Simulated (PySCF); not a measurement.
# A diatomic session: CoCl+

The task here is to estimate one member of a computed series from the others.

Computed with PySCF 2.14.0. Level: Co def2-TZVPPD, Cl def2-TZVPPD, no relativity.

Set-up of the first run:

Settings of the job:

- atoms: Co, Cl
- charge: 1
- basis: Co def2-TZVPPD, Cl def2-TZVPPD
- Hamiltonian: no relativity
- basis functions: 118
- electrons treated: 43
- masses in u: 58.9332, 34.9689
- levels: PBE0, PBE, r²SCAN, PW91, TPSSh, B2PLYP, BLYP, M06, HSE06, HF, MP2, SCS-MP2
- grid: 80 radial by 434 angular points
- occupations: held fixed by the projection of orbital angular momentum
- dissociation limit: Co+ + Cl, each in its ground configuration
- starting distance in angstrom: 2.140
- values of 2S to try: 1, 3, 5

On the command line:

```console
$ OMP_NUM_THREADS=2 python dia.py task.json out
```

Among the steps run: Set-up; PBE0 along the bond; Higher solutions at PBE0; PBE; r²SCAN (meta-GGA); PW91 (GGA); TPSSh; B2PLYP (double hybrid); BLYP (GGA); M06; HSE06 (range-separated hybrid); UHF (mean field).

One of the session's tables, all rows but one given; the rest of the session is left out.

It belongs to the step «The curves together». Energy (eV) from each level's lowest point:

```
R (Å)    UHF  UHF-MP2  UHF-SCS-MP2    PBE   PW91
1.750  2.071    1.225        1.374  1.089  1.081
1.831  1.120    0.572        0.664  0.481  0.475
1.913  0.515    0.196        0.245  0.149  0.146
1.974  0.234    0.052        0.074  0.033  0.031
2.035  0.071    0.000        0.000  0.000  0.000
2.096  0.000    0.020        0.001  0.031  0.032
2.178  0.016    0.132        0.092  0.143  0.146
2.279      ?        ?            ?      ?      ?
2.401  0.461    0.738        0.660  0.675  0.682
2.564  0.912    1.421        1.363  1.128  1.136
```

Estimate the missing values for R (Å) = 2.279.

Worked estimate for «UHF». A straight line through the neighbours (2.178, 0.016) and (2.401, 0.461) gives 0.016 + (0.461 − 0.016) × (2.279 − 2.178) / (2.401 − 2.178) = 0.218; a parabola fitted to 4 rows on both sides gives 0.188.

The run gave: UHF: 0.164; UHF-MP2: 0.367; UHF-SCS-MP2: 0.306; PBE: 0.358; PW91: 0.363. In «UHF» the line misses by +0.054 and the parabola by +0.024.

To keep in mind: The state is the lowest single determinant that the PBE0 search found; with open d or f shells the true ground state can be another one.
